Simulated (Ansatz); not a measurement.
# Fe: the cost of one run

Program: Ansatz 0.2.0. Level of theory: DFT r2SCAN, PAW, plane waves, scalar-relativistic. These are calculated values, not measurements.

The COD cell was measured well above room temperature, so it is larger than a cold one.

## (1) The starting structure

It takes space group Im-3m (No. 229, cubic). The conventional cell has a = 2.928 Å, b = 2.928 Å, c = 2.928 Å, α = 90.00°, β = 90.00°, γ = 90.00°. Fe (site symmetry m-3m) is surrounded by 8 Fe at 2.54 Å.

Coordinates:

```cif
data_structure
_symmetry_space_group_name_H-M 'P 1'
_symmetry_Int_Tables_number 1
_cell_length_a 2.9280
_cell_length_b 4.1408
_cell_length_c 2.5357
_cell_angle_alpha 90.000
_cell_angle_beta 125.264
_cell_angle_gamma 90.000
_cell_volume 25.10
loop_
_atom_site_label
_atom_site_type_symbol
_atom_site_fract_x
_atom_site_fract_y
_atom_site_fract_z
_atom_site_occupancy
Fe1 Fe 0.00000 0.00000 0.00000 1
Fe2 Fe 0.50000 0.50000 0.00000 1
```

Labels such as Fe2 number the atoms in the order of the input file.

The first starts: parallel moments, plain SCF; opposed moments +-, plain SCF; no spin polarisation; spin on, no moments given (the program may seed its own), plain SCF. What is tried next depends on their ends.

A plain SCF has the search for lower states switched off and ends at the first converged state. Ends within 0.2 meV/atom and 0.1 μB count as one state.

Moments by site are taken inside atomic spheres; the rest lies between them.

## (2) Parallel moments, plain SCF

input.yaml reads:

```yaml
crystal:
  lattice:
    - [0.0, 0.0, -2.928]
    - [2.928, -2.928, 0.0]
    - [-1.464, -1.464, 1.464]
  atoms:
    - { symbol: Fe, position: [0.0, 0.0, 0.0], spin: 4.0 }
    - { symbol: Fe, position: [0.5, 0.5, 0.0], spin: 4.0 }
magnetization:
  spin_polarized: true
hamiltonian:
  xc: r2scan
  pseudopotentials: { kind: paw }
basis:
  ecutwfc: 500
kpoints:
  mp_grid: { grid: [12, 7, 14] }
scf:
  occupations: { method: fermi_dirac, width: 0.1 }
  lower_state_search: "off"
output:
  forces: true
  stress: true
  write_density: true
  write_potential: true
  elf: true
  volumetric_format: npy
```

Command:

```console
> ansatz run input.yaml --threads 2 --pin off --max-ram 5120MiB --backend cpu --events-out ev --progress --plain --runs-dir out
```

Q: Estimate wall time and peak memory on 2 threads of Intel Xeon Platinum 8259CL at 2.50GHz (Skylake/Cascade Lake), shared host.

About 34 s, with a peak of 0.73 GiB.
